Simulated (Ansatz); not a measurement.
# CsMgF3: the cost of one run

Program: the Python package of Ansatz 0.2.0. Level of theory: DFT r2SCAN, plane waves, PAW. These are calculated values, not measurements.

## (1) The system

CsMgF3 Pm-3m: The structure is cubic, space group Pm-3m (No. 221). Conventional cell: a = 4.252 Å, b = 4.252 Å, c = 4.252 Å, α = 90.00°, β = 90.00°, γ = 90.00°. Around Cs (site symmetry m-3m) lie 12 F at 3.01 Å. Mg (site symmetry m-3m) has 6 F at 2.13 Å as nearest neighbours. F (site symmetry 4/mmm) has 2 Mg at 2.13 Å and 4 Cs at 3.01 Å as nearest neighbours.

Cs Im-3m: Symmetry: Im-3m, No. 229, cubic system. The conventional cell has a = 6.067 Å, b = 6.067 Å, c = 6.067 Å, α = 90.00°, β = 90.00°, γ = 90.00°.

Mg P6_3/mmc: It takes space group P6_3/mmc (No. 194, hexagonal). The conventional cell has a = 3.209 Å, b = 3.209 Å, c = 5.210 Å, α = 90.00°, β = 90.00°, γ = 120.00°. Mg (site symmetry -6m2) has 12 Mg at 3.20 to 3.21 Å as nearest neighbours.

F in a box: The structure is orthorhombic, space group Pmmm (No. 47). Conventional cell: a = 9.000 Å, b = 9.500 Å, c = 10.000 Å, α = 90.00°, β = 90.00°, γ = 90.00°. F (site symmetry mm2) is surrounded by 1 F at 1.42 Å.

The script reads csmgf3_csmgf3.extxyz:

```xyz
5
Lattice="4.252307 0.0 0.0 0.0 4.252307 0.0 0.0 0.0 4.252307" Properties=species:S:1:pos:R:3 pbc="T T T"
Cs    0.00000000    0.00000000    0.00000000
Mg    2.12615350    2.12615350    2.12615350
F     0.00000000    2.12615350    2.12615350
F     2.12615350    0.00000000    2.12615350
F     2.12615350    2.12615350    0.00000000
```

The script reads csmgf3_cs.xyz:

```xyz
1
Lattice="-3.0335 3.0335 3.0335 3.0335 -3.0335 3.0335 3.0335 3.0335 -3.0335" Properties=species:S:1:pos:R:3 pbc="T T T"
Cs    0.00000000    0.00000000    0.00000000
```

The script reads csmgf3_mg.xyz:

```xyz
2
Lattice="3.2093 0.0 0.0 -1.60465 2.77933533 0.0 0.0 0.0 5.2103" Properties=species:S:1:pos:R:3 pbc="T T T"
Mg   -0.00000000    1.85289022    1.30257500
Mg    1.60465000    0.92644511    3.90772500
```

csmgf3_f2.cif, read by the script:

```cif
data_F
_cell_length_a 9.000000
_cell_length_b 9.500000
_cell_length_c 10.000000
_cell_angle_alpha 90.00000
_cell_angle_beta 90.00000
_cell_angle_gamma 90.00000
_symmetry_space_group_name_H-M 'P 1'
_symmetry_Int_Tables_number 1
loop_
_symmetry_equiv_pos_as_xyz
'x, y, z'
loop_
_atom_site_label
_atom_site_type_symbol
_atom_site_fract_x
_atom_site_fract_y
_atom_site_fract_z
F1 F    0.500000    0.500000    0.429000
F2 F    0.500000    0.500000    0.571000
```

## (2) Script

The input, csmgf3.py:

```python
from collections import Counter
import warnings

import ansatz as az
from ase.io import read
import numpy as np

GASES = {"F2"}


def ground_state(name, crystal):
    calc = (
        crystal.calculation()
        .basis(530)
        .functional("r2SCAN")
        .kpoints(spacing=0.16)
        .occupations("cold", width=0.02)
        .stress()
    )
    if name in GASES:
        return calc.kpoints(1, 1, 1).relax(force_tolerance=0.03, max_steps=60).run()
    calc = calc.relax(force_tolerance=0.03, max_steps=60, cell=True)
    return calc.run()


def counts(outcome):
    return Counter(site.symbol for site in outcome.lattice.sites)

def formation_energy(outcome, mu):
    n = counts(outcome)
    return (outcome.report["energy_sigma0_ev"] - sum(k * mu[element] for element, k in n.items())) / sum(n.values())


def volume_per_atom(outcome):
    return abs(np.linalg.det(outcome.lattice.cell_ang)) / len(outcome.lattice.sites)

warnings.simplefilter("ignore", az.DeckWarning)

phases = {}
csmgf3 = az.Crystal.from_extxyz("csmgf3_csmgf3.extxyz")
phases["CsMgF3"] = csmgf3
cs = az.Crystal.from_extxyz("csmgf3_cs.xyz")
phases["Cs"] = cs
mg = az.Crystal.from_extxyz("csmgf3_mg.xyz")
phases["Mg"] = mg
atoms = read("csmgf3_f2.cif")
f2 = az.Crystal.from_ase(atoms)
phases["F2"] = f2

done = {}
for name, crystal in phases.items():
    done[name] = ground_state(name, crystal)
    print(f"{name}: {done[name].report['energy_sigma0_ev']:.4f} eV, {len(done[name].lattice.sites)} atoms")

references = {"Cs": "Cs", "Mg": "Mg", "F": "F2"}
mu = {element: done[name].report["energy_sigma0_ev"] / len(done[name].lattice.sites) for element, name in references.items()}

target = done["CsMgF3"]
heat = formation_energy(target, mu)
n = counts(target)
print("cell content:", dict(n), " volume", round(volume_per_atom(target), 3), "A^3/atom")
print("formation energy", round(heat, 4), "eV/atom,", round(heat * sum(n.values()), 4), "eV per cell")
print("bound against the elements" if heat < 0 else "unbound against the elements")
```

## (3) The input behind the calls

The package turns the script's settings into the engine's input (first run):

```yaml
crystal:
  lattice:
    - [4.252307, 0.0, 0.0]
    - [0.0, 4.252307, 0.0]
    - [0.0, 0.0, 4.252307]
  atoms:
    - { symbol: Cs, position: [0.0, 0.0, 0.0] }
    - { symbol: Mg, position: [0.5, 0.5, 0.5] }
    - { symbol: F, position: [0.0, 0.5, 0.5] }
    - { symbol: F, position: [0.5, 0.0, 0.5] }
    - { symbol: F, position: [0.5, 0.5, 0.0] }
basis:
  ecutwfc: 530.0
kpoints:
  mp_grid:
    kspacing: 0.16
hamiltonian:
  xc: r2scan
scf:
  occupations:
    method: cold
    width: 0.02
relax:
  f_tol: 0.03
  max_steps: 60
  cell: {}
output:
  stress: true
```

## (4) Launch

Command:

```sh
$ python csmgf3.py
```

Q: Estimate wall time and peak memory on 1 thread of Arm Neoverse V2, shared host.

About 2.8 min, with a peak of 2.4 GiB.
